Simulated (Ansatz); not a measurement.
# [SiCl3]+ (SMILES Cl[Si+](Cl)Cl) at CCSD(T)/aug-cc-pVDZ

Aim: the vertical singlet–triplet gap of [SiCl3]+ at CCSD(T)/aug-cc-pVDZ, from 2 runs. 

The calculation is run with Ansatz 0.2.0.

1 further run of the same task is left out (it didn't finish).

### Step 1. Starting point

[SiCl3]+ has 4 atoms, charge +1, and is taken as a singlet. As SMILES, `Cl[Si+](Cl)Cl`. The coordinates come from a PBE0-D4/def2-TZVP relaxation.

Bond lengths: Cl1–Si2 1.947 Å, Si2–Cl3 1.947 Å, Si2–Cl4 1.947 Å. Angles: Cl1–Si2–Cl3 120.0°, Cl1–Si2–Cl4 120.0°, Cl3–Si2–Cl4 120.0°.

### Step 2. A single-point energy at CCSD(T)/aug-cc-pVDZ

The input, molecule.yaml:

```yaml
crystal:
  periodic: [false, false, false]
  atoms:
    - {symbol: Cl, position_ang: [-1.556000, -0.622300, 0.990900]}
    - {symbol: Si, position_ang: [-0.000000, -0.000100, -0.000100]}
    - {symbol: Cl, position_ang: [1.772000, -0.669600, 0.449500]}
    - {symbol: Cl, position_ang: [-0.216000, 1.292000, -1.440300]}
basis:
  gaussian:
    orbitals: aug-cc-pVDZ
total_charge: 1
correlation:
  method: ccsd_t
  frozen_orbitals: {Cl: 5, Si: 5}
accuracy: high
scf:
  omitted_lower_state_checks: [cluster_reference, increment]
```

On the command line:

```console
$ ansatz run molecule.yaml --threads 1 --pin off --max-ram 3480MiB --events-out events.jsonl --progress --plain --runs-dir runs
```

Standard output, shortened:

```text
Warning: RAYON_NUM_THREADS=1 ignored (pool sized by the plan → 1); use --threads N
Functional definition: HF
  name "HF"
[...]
2143 factors; integrals over basis functions are off by at most 3.2e-9 eV
[...]
mean field -45368.96955819 eV, -1667.2788790715 hartree, gradient 1.3e-8 eV, S^2 0.000000; 0 other end points of the search recorded, 0 dependent functions left out
20 core orbitals not correlated: weight in the atoms' cores, before any rotation towards them, 1.000 or more for the frozen orbitals, at most 0.000 for the correlated occupied ones
reference -45368.96955819 eV, -1667.2788790715 hartree; 12, 12 occupied and 76, 76 virtual orbitals, 2143 factors
second order -13.81566839 eV of doubles, -0.00000000 eV of singles
cycle   1  -14.44277693 eV  change   -6.3e-1 eV  update   8.4e-2
[...]
cycle  18  -14.77318582 eV  change  -7.3e-10 eV  update   1.7e-9
perturbative correction -0.49320262 eV, -0.0181248619 hartree
Total energy: -45384.23594663 eV, -1667.8399084985 hartree
Checks for a lower state left out: cluster_reference, increment
```

Wall time 28 s (1 thread of Arm Neoverse V2, shared host); peak memory 0.67 GiB.

### Step 3. The triplet at the same level

The input, job.yaml:

```yaml
crystal:
  periodic: [false, false, false]
  atoms:
    - symbol: Cl
      position_ang: [-1.556000, -0.622300, 0.990900]
    - symbol: Si
      position_ang: [-0.000000, -0.000100, -0.000100]
    - symbol: Cl
      position_ang: [1.772000, -0.669600, 0.449500]
    - symbol: Cl
      position_ang: [-0.216000, 1.292000, -1.440300]
basis:
  gaussian: {orbitals: aug-cc-pVDZ}
total_charge: 1
magnetization: {spin_polarized: true, initial_magnetization: 2}
correlation: {method: ccsd_t, frozen_orbitals: {Cl: 5, Si: 5}}
accuracy: high
scf: {omitted_lower_state_checks: [cluster_reference, increment]}
```

On the command line:

```console
$ ansatz run job.yaml --threads 1 --pin off --max-ram 3480MiB --events-out events.jsonl --progress --plain --runs-dir runs
```

Standard output, shortened:

```text
Warning: RAYON_NUM_THREADS=1 ignored (pool sized by the plan → 1); use --threads N
Functional definition: HF
  name "HF"
[...]
2143 factors; integrals over basis functions are off by at most 3.2e-9 eV
[...]
mean field -45362.97634679 eV, -1667.0586326150 hartree, gradient 1.4e-8 eV, S^2 2.015411; 20 other end points of the search recorded, 0 dependent functions left out
20 core orbitals not correlated: weight in the atoms' cores, before any rotation towards them, 1.000 or more for the frozen orbitals, at most 0.000 for the correlated occupied ones
reference -45362.97634679 eV, -1667.0586326150 hartree; 13, 11 occupied and 75, 77 virtual orbitals, 2143 factors
second order -13.11538662 eV of doubles, -0.00000000 eV of singles
cycle   1  -13.91941527 eV  change   -8.0e-1 eV  update   1.1e-1
[...]
cycle  51  -14.56415816 eV  change   2.0e-10 eV  update  8.4e-10
perturbative correction -0.62917888 eV, -0.0231218973 hartree
Total energy: -45378.16968383 eV, -1667.6169774525 hartree
Checks for a lower state left out: cluster_reference, increment
```

Run time: 4.2 min. Hardware: 1 thread of Arm Neoverse V2, shared host; peak memory 1.4 GiB.

### Step 4. Summary of results

At CCSD(T)/aug-cc-pVDZ, 20 core orbitals frozen:

```
                                             quantity           value
                                singlet: total energy  -1667.83991 Eh
singlet: correlation energy (20 core orbitals frozen)      -561.0 mEh
                              singlet: (T) correction      -18.12 mEh
                               singlet: T1 diagnostic           0.013
                                triplet: total energy  -1667.61698 Eh
triplet: correlation energy (20 core orbitals frozen)      -558.3 mEh
                              triplet: (T) correction      -23.12 mEh
           triplet: ⟨S²⟩ of the reference determinant           2.015
                               triplet: T1 diagnostic           0.093
     vertical energy of the triplet above the singlet        6.066 eV
```

What this shows: At this shape the triplet lies 6.07 eV (140 kcal/mol) above the singlet. The triples (singlet) make up 3.2 % of the correlation energy. The T1 diagnostic (triplet) of 0.093 is above the customary mark for such species, so a single reference may not serve. The triples (triplet) make up 4.1 % of the correlation energy.
